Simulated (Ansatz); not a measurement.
# Potassium, omega (AlB2-type) under r²SCAN: structure, energy and stiffness

The plan for potassium in the omega (AlB2-type) structure: relax it, solve it on a dense k-mesh, then scale the cell to 7 volumes from 88 to 112 % of the relaxed one and try a fit of the equation of state. Spin polarisation is left out. The k-meshes are 5×5×7 for the relaxation; 7×7×9 for the dense run; 6×6×8 for the volumes.

Method: DFT r2SCAN, plane waves (500 eV) with PAW, scalar-relativistic; the PAW data stem from PBE, with regenerated cores, in Ansatz 0.2.0.

## (1) The system as given

The structure is hexagonal, space group P6/mmm (No. 191). Conventional cell: a = 7.387 Å, b = 7.387 Å, c = 4.528 Å, α = 90.00°, β = 90.00°, γ = 120.00°. K (site symmetry -6m2) is surrounded by 3 K at 4.26 Å.

Coordinates:

```cif
data_structure
_symmetry_space_group_name_H-M 'P6/mmm'
_symmetry_Int_Tables_number 191
_cell_length_a 7.3867
_cell_length_b 7.3867
_cell_length_c 4.5281
_cell_angle_alpha 90.000
_cell_angle_beta 90.000
_cell_angle_gamma 120.000
_cell_volume 213.97
loop_
_atom_site_label
_atom_site_type_symbol
_atom_site_symmetry_multiplicity
_atom_site_Wyckoff_symbol
_atom_site_fract_x
_atom_site_fract_y
_atom_site_fract_z
_atom_site_occupancy
K1 K 1 a 0.00000 0.00000 0.00000 1
K2 K 2 d 0.33333 0.66667 0.50000 1
```

## (2) Geometry optimisation

Contents of input.yaml:

```yaml
crystal:
  lattice:
    - [7.3867433931, 0.0, 0.0]
    - [-3.6933716966, 6.3971074297, 0.0]
    - [0.0, 0.0, 4.5280737]
  atoms:
    - { symbol: K, position: [0.0, 0.0, 0.0] }
    - { symbol: K, position: [0.3333333333, 0.6666666667, 0.5] }
    - { symbol: K, position: [0.6666666667, 0.3333333333, 0.5] }
hamiltonian:
  xc: r2scan
  pseudopotentials:
    kind: paw
    azcp:
      K: "pseudopotentials/K.paw.azcp"
basis:
  ecutwfc: 500
  fft_grid_basis: typed
kpoints:
  mp_grid: { grid: [5, 5, 7], shift: [0, 0, 0] }
magnetization:
  spin_polarized: false
scf:
  occupations: { method: fermi_dirac, width: 0.1 }
relax:
  max_steps: 60
  f_tol: 0.01
  cell: {}
```

Started as:

```sh
$ ansatz run input.yaml --threads 1 --pin off --max-ram 3584MiB --backend cpu --events-out ev --progress --plain --runs-dir out
```

After this run come: Single point on a dense mesh; Equation of state: 88 %; Equation of state: 92 %; Equation of state: 96 %; Equation of state: 100 %; Equation of state: 104 %; Equation of state: 108 %; Equation of state: 112 %.

What does the calculation give? Wanted: space group; conventional cell; volume; shortest distance; gap on the mesh; relative to bcc; V₀, B₀, B₀′.

As calculated:

```
                      quantity                                   value
space group (spins left aside)                        P6/mmm (No. 191)
             conventional cell  a = 7.651 Å, c = 4.547 Å (c/a = 0.594)
                        volume                          76.843 Å³/atom
             shortest distance                                 4.417 Å
               gap on the mesh            none (levels filled in part)
               relative to bcc                             +9 meV/atom
                   V₀, B₀, B₀′            76.776 Å³/atom, 3.4 GPa, 3.7
```

What this shows: The relaxation enlarged the cell by 7.7 % in volume. It lies 9 meV/atom above the element's reference form at the same level (bcc, from a run of its own). No gap shows: it is a metal or semimetal at this level. B₀ comes out at 3.4 GPa, a soft solid; letting shape and positions relax at each volume could only lower it. The symmetry was held, so the structure may be unstable against distortions that break it.
